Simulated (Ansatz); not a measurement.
Crystal: Sn3Te.

```xyz
4
Lattice="4.8656 0.0000 0.0000 0.0000 4.8656 0.0000 0.0000 0.0000 4.8656" Properties=species:S:1:pos:R:3 pbc="T T T"
Te    0.0000    0.0000    0.0000
Sn    0.0000    2.4328    2.4328
Sn    2.4328    0.0000    2.4328
Sn    2.4328    2.4328    0.0000
```

The cell comes from a database or a generator and needn't be the stable form of this composition.

| Quantity | Value |
| --- | --- |
| Program | Ansatz 0.2.0 |
| Task | single point |
| Functional | PBEsol |
| Potentials or basis | all-electron LAPW, scalar-relativistic |
| Cutoff | 151 eV (chosen from the basis error) |
| Basis error allowed | 0.001 eV/atom |
| k mesh | 6 × 6 × 6 |
| Occupations | fermi-dirac, width 0.05 eV |
| Spin | no spin polarisation |

On this cell: pressure -2.4 GPa; largest force zero by symmetry; band gap on the k mesh none (metal or under the smearing width).

The same run follows on a disturbed copy (atoms moved at random, drawn with an rms of 0.05 Å):

```
Te Sn
1.0
     4.86562    0.00000    0.00000
     0.00000    4.86562    0.00000
     0.00000    0.00000    4.86562
Te Sn
1 3
Direct
  0.00673 0.98858 0.99664
  0.99890 0.50418 0.49890
  0.50157 0.00640 0.49978
  0.48993 0.50469 0.99880
```

Question: What does the disturbed cell give?

Answer: The energy (extrapolated to zero smearing) moves by +0.3 meV/atom; pressure -2.3 GPa; largest force 0.092 eV/Å; band gap on the k mesh none (metal or under the smearing width).

Forces on the atoms (eV/Å):
```
Te  -0.042  0.035  0.009
Sn  -0.040 -0.050 -0.011
Sn   0.068  0.063 -0.007
Sn   0.015 -0.047  0.009
```
